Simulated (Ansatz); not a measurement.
# YbOs (CsCl type): other levels of theory at one geometry

Task: rerun one cell of YbOs (CsCl type) with changes to the functional and spin–orbit coupling, and weigh what each level gives against its time. The cell was built by placing the elements on the sites of a structure type; the runs don't test whether it is the stable form.

Method: DFT at several levels, plane waves, PAW, in Ansatz 0.2.0.

1 further run of the same task is left out (it didn't finish). Runs told in other sessions of the task aren't counted.

## (1) The system as given

The structure is cubic, space group Pm-3m (No. 221). Conventional cell: a = 3.355 Å, b = 3.355 Å, c = 3.355 Å, α = 90.00°, β = 90.00°, γ = 90.00°. Around Yb (site symmetry m-3m) lie 8 Os at 2.91 Å. Os (site symmetry m-3m) is surrounded by 8 Yb at 2.91 Å.

As a file:

```cif
data_structure
_symmetry_space_group_name_H-M 'P 1'
_symmetry_Int_Tables_number 1
_cell_length_a 3.3545
_cell_length_b 3.3545
_cell_length_c 3.3545
_cell_angle_alpha 90.000
_cell_angle_beta 90.000
_cell_angle_gamma 90.000
_cell_volume 37.75
loop_
_atom_site_label
_atom_site_type_symbol
_atom_site_fract_x
_atom_site_fract_y
_atom_site_fract_z
_atom_site_occupancy
Yb1 Yb 0.00000 0.00000 0.00000 1
Os1 Os 0.50000 0.50000 0.50000 1
```

An earlier run at PBE left this cell at 18.874 Å³/atom and -0.01 GPa (10×10×10 mesh), no gap.

Levels to run: PBE+SOC; r²SCAN; PBEsol; LDA; HSE06. Hardware: 2 threads of Arm Neoverse V2, shared host.

## (2) PBE+SOC

Input file input.yaml:

```yaml
crystal:
  lattice:
    - [3.3545099948, 0.0, 0.0]
    - [0.0, 3.3545099948, 0.0]
    - [0.0, 0.0, 3.3545099948]
  atoms:
    - { symbol: Yb, position: [0.0, 0.0, 0.0] }
    - { symbol: Os, position: [0.5, 0.5, 0.5] }
basis:
  ecutwfc: 420
  ecutrho_ratio: 4
kpoints:
  mp_grid: { grid: [10, 10, 10] }
hamiltonian:
  xc: pbe
scf:
  occupations: { method: gaussian, width: 0.05 }
output:
  forces: true
  stress: true
  eigenvalues: true
  populations: true
  hubbard: { sites: [{ species: Yb, l: f }] }
  dos: { projected: true, de: 0.02 }
  write_density: true
  write_potential: true
  elf: true
  volumetric_format: npy
magnetization:
  noncollinear: true
  spin_orbit: true
```

On the command line:

```
$ ansatz run input.yaml --threads 2 --pin off --max-ram 2662MiB --backend cpu --events-out ev --progress --plain --runs-dir out
```

After this run come: r²SCAN; PBEsol; LDA; HSE06.

Before running it: what results should come out? Wanted: for each run, pressure.

**Answer**, as computed:

| level | mesh | gap on the mesh (eV) | pressure (GPa) | time |
| --- | --- | --- | --- | --- |
| PBE | 10×10×10 | metal | 0.0 | 9.8 s* |
| LDA | 10×10×10 | metal | -10.7 | 2.1 s |
| PBEsol | 10×10×10 | metal | -6.5 | 2.1 s |
| PBE+SOC | 10×10×10 | metal | 0.2 | 19 s* |
| r²SCAN | 10×10×10 | metal | -3.1 | 6.6 s |
| HSE06 | 6×6×6 | metal | -0.2 | 64 s |

Times are on 2 threads of Arm Neoverse V2, shared host. * Includes bands or densities of states.

The pressure runs from -10.7 GPa (LDA) to 0.2 GPa (PBE+SOC); a negative pressure means that level wants a smaller cell, a positive one a larger cell. Every level gives a metal. Total energies of different levels have different zeros and can't be compared. Hybrids use a coarser mesh.
